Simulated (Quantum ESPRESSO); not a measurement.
**BiTe in Quantum ESPRESSO: the effect of target pressure**

Crystal: BiTe.

```
Bi Te
1.0
     2.42271    1.39875    3.31729
    -2.42271    1.39875    3.31729
     0.00000   -2.79750    3.31729
Bi Te
1 1
Cartesian
  0.0000 0.0000 4.9759
  0.0000 0.0000 0.0000
```

The cell comes from a database or a generator and needn't be the stable form of this composition.

Alike in all runs:

| Item | Value |
| --- | --- |
| Program | Quantum ESPRESSO 7.5 |
| Task | phonons |
| Functional | LDA |
| Potentials or basis | PseudoDojo 0.4.1 SR LDA standard |
| Cutoff | 1088 eV |
| Density cutoff | 4354 eV |
| k mesh | 6 × 6 × 6 |
| Occupations | cold, width 0.2 eV |
| Spin | no spin polarisation |

Each run relaxes the cell or the atoms first.

**Question.** One run gave: relaxed volume 23.27 Å³/atom; highest phonon frequency 87 cm⁻¹. Which target pressure did it use?
A. 20 GPa
B. 0 GPa
C. 5 GPa
D. 10 GPa

**Answer.** A.

```tsv
target pressure	relaxed volume (Å³/atom)	highest phonon frequency (cm⁻¹)
0 GPa	31.18	104
5 GPa	28.65	120
10 GPa	26.64	127
20 GPa	23.27	87
```

Caveats: the mesh is thin for the phonons of a metal; the volume moved by over 15 % at a fixed basis, so the end points are rough (some runs); the cell is more than 3 GPa from zero pressure, which shifts response properties (some runs); the cell relaxed to another space group than the one typed (some runs).
